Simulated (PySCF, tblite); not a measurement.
# C4H10BOSi radical: geometry, infrared bands and EPR parameters

What infrared bands and EPR parameters should C4H10BOSi radical (`[SiH3]O[C@H]1[B]CCC1`) show?

Programs: tblite 0.8.0 and PySCF 2.14.0, with density-fitted response routines of our own. Each step states its level of theory. These are calculated values for one molecule in the gas phase, unless marked as measured. Atoms count from 0, in the outputs and in this text.

**1. Starting geometry**

17 atoms, charge 0, multiplicity 2; geometry from: force field or distance geometry start.

Bonds of the start (Å): Si0–O1 1.71, O1–C2 1.38, C2–B3 1.61, B3–C4 1.60, C4–C5 1.51, C5–C6 1.53, C6–C2 1.53, Si0–H7 1.47, Si0–H8 1.47, Si0–H9 1.46, C2–H10 1.09, C4–H11 1.12, C4–H12 1.11, C5–H13 1.10, C5–H14 1.12, C6–H15 1.11, C6–H16 1.11.

**2. Geometry optimisation with GFN2-xTB**

Job settings and geometry (Å):

```
{"job": {"kind": "relax", "xc": "GFN2-xTB", "basis": "xTB"}, "charge": 0, "multiplicity": 2}
Si     2.706800    -0.257000    -0.110800
O      1.054200    -0.516500     0.259300
C      0.286100     0.267700    -0.584500
B     -0.755500    -0.698600    -1.342400
C     -1.955300    -0.850100    -0.292100
C     -1.448700    -0.097000     0.909400
C     -0.722900     1.064600     0.237000
H      3.227000    -1.159000    -1.142100
H      2.872300     1.101900    -0.634600
H      3.517900    -0.439900     1.087100
H      0.847000     0.870600    -1.295100
H     -2.868600    -0.313500    -0.640700
H     -2.173800    -1.909500    -0.047900
H     -2.257900     0.251800     1.565600
H     -0.664600    -0.646200     1.481400
H     -0.244300     1.747000     0.976900
H     -1.426600     1.595700    -0.436300
```

The run is started by

```sh
$ OMP_NUM_THREADS=1 python probes_run.py task.json out
```

One launch serves the whole session: the jobs run in the order shown.

**Question.** This job is followed by: GFN2-xTB harmonic vibrations, gas phase; UKS B3LYP, pcH-1 on B C H O Si, non-relativistic, mean-field spin-orbit, GIAO. What will the session give for the following? strongest single infrared mode (GFN2-xTB); zero-point energy (GFN2-xTB); g(iso) (B3LYP); ⟨S²⟩; largest a(iso) (averaged by class); potential on the surface of density 0.002 e/bohr³, 1st and 99th percentile.

The runs gave:

```
                                                                  quantity                  value
                                 strongest single infrared mode (GFN2-xTB)  2176 cm⁻¹, 422 km/mol
                                              zero-point energy (GFN2-xTB)          81.7 kcal/mol
                                                            g(iso) (B3LYP)                2.00193
                                                                      ⟨S²⟩     0.751 (exact 0.75)
                                        largest a(iso) (averaged by class)   11B on B3, 422.2 MHz
potential on the surface of density 0.002 e/bohr³, 1st and 99th percentile     -1.19 V and 1.25 V
```

**Reading.** Over 245 steps the energy fell by 0.941 eV; of the close pairs, Si0–O1 changed most, 1.713 to 1.609 Å. No mode is imaginary among the 45: a minimum at this level. The strongest single mode, at 2176 cm⁻¹, moves mainly H7 and H8. Unscaled tight-binding wavenumbers are off by several per cent, some by more. Its intensities can rank the bands wrongly. Most of the unpaired spin sits on B3 (0.96 e). The isotropic g lies 0.4 ppt below the free-electron value. These values are for one conformer; the search (at its own cheap level) found 1 more, at 0.27 kcal/mol, and measured spectra average over such forms.
